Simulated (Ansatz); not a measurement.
Run this with Ansatz's Python interface and show what comes out.

`ch4brfssi_methods.py`:
```python
from pathlib import Path
import logging
import sys

import ansatz as az
import numpy as np

logging.basicConfig(stream=sys.stdout, format='%(name)s: %(message)s')
log = logging.getLogger('ansatz_job')
log.setLevel(logging.INFO)

BASIS = 'def2-SVP'

GEOMETRY = '''
F     0.51570   -0.18050    1.93540
Si    0.94690   -0.01970    0.39610
Br    2.32980   -1.67330   -0.03710
C    -0.44720   -0.17180   -0.71250
S    -1.72060    1.13800   -0.40660
H     1.66270    1.29010    0.20740
H    -0.99830   -1.13940   -0.55140
H    -0.18910   -0.10900   -1.76800
H    -2.01150    0.81940    0.91950
'''

ch4brfssi = az.Crystal.molecule()
for line in GEOMETRY.strip().splitlines():
    symbol, *xyz = line.split()
    ch4brfssi = ch4brfssi.atom(symbol, [float(v) for v in xyz])

setup = ch4brfssi.calculation().basis(gaussian=BASIS)

log.info('functional    E (Ha)        dipole (D)   HOMO (eV)  LUMO (eV)')
for name in ['hf', 'pbe', 'lc_wpbe', 'r2scan', 'blyp']:
    rep = setup.functional(name).forces().orbitals().run(runs_dir='runs').report
    lines = Path(rep['orbitals_path']).read_text().splitlines()
    field_of = lambda key: [line.split('=')[1].strip() for line in lines if line.startswith(key)]
    orbitals = [(27.211386 * float(e), s, float(n)) for e, s, n in zip(field_of('Ene='), field_of('Spin='), field_of('Occup='))]
    homo = max(e for e, _, n in orbitals if n > 0.5)
    lumo = min(e for e, _, n in orbitals if n < 0.5)
    dipole = 4.803205 * np.linalg.norm(rep['charge_distribution']['dipole_moment_e_ang'])
    log.info(f'{name:10s} {rep["free_energy_ev"] / 27.211386246:14.6f} {dipole:9.3f} {homo:11.3f} {lumo:10.3f}')
```

```console
$ python ch4brfssi_methods.py
ansatz_job: functional    E (Ha)        dipole (D)   HOMO (eV)  LUMO (eV)
ansatz_job: hf           -3397.980762     1.165     -10.104      3.943
ansatz_job: pbe          -3400.801887     1.076      -5.804     -0.676
ansatz_job: lc_wpbe      -3401.024752     1.027      -9.930      2.655
ansatz_job: r2scan       -3401.540466     1.058      -6.149     -0.497
ansatz_job: blyp         -3401.637186     1.093      -5.585     -0.465
```

Total energies depend on the basis set; only differences at equal settings carry meaning. The geometry is a force-field or estimated start, not a minimum of this method, and the basis set is short of its limit. A lower total doesn't mark the better method: functionals have no common bound, and MP2 and coupled cluster aren't variational. Levels such as HOMO and LUMO are orbital energies: with these approximate functionals they aren't the ionisation energy and electron affinity, and their gap isn't the fundamental gap. Timing: 28 s on 1 thread of Arm Neoverse V1, with other jobs on the host, peak memory 0.32 GiB.
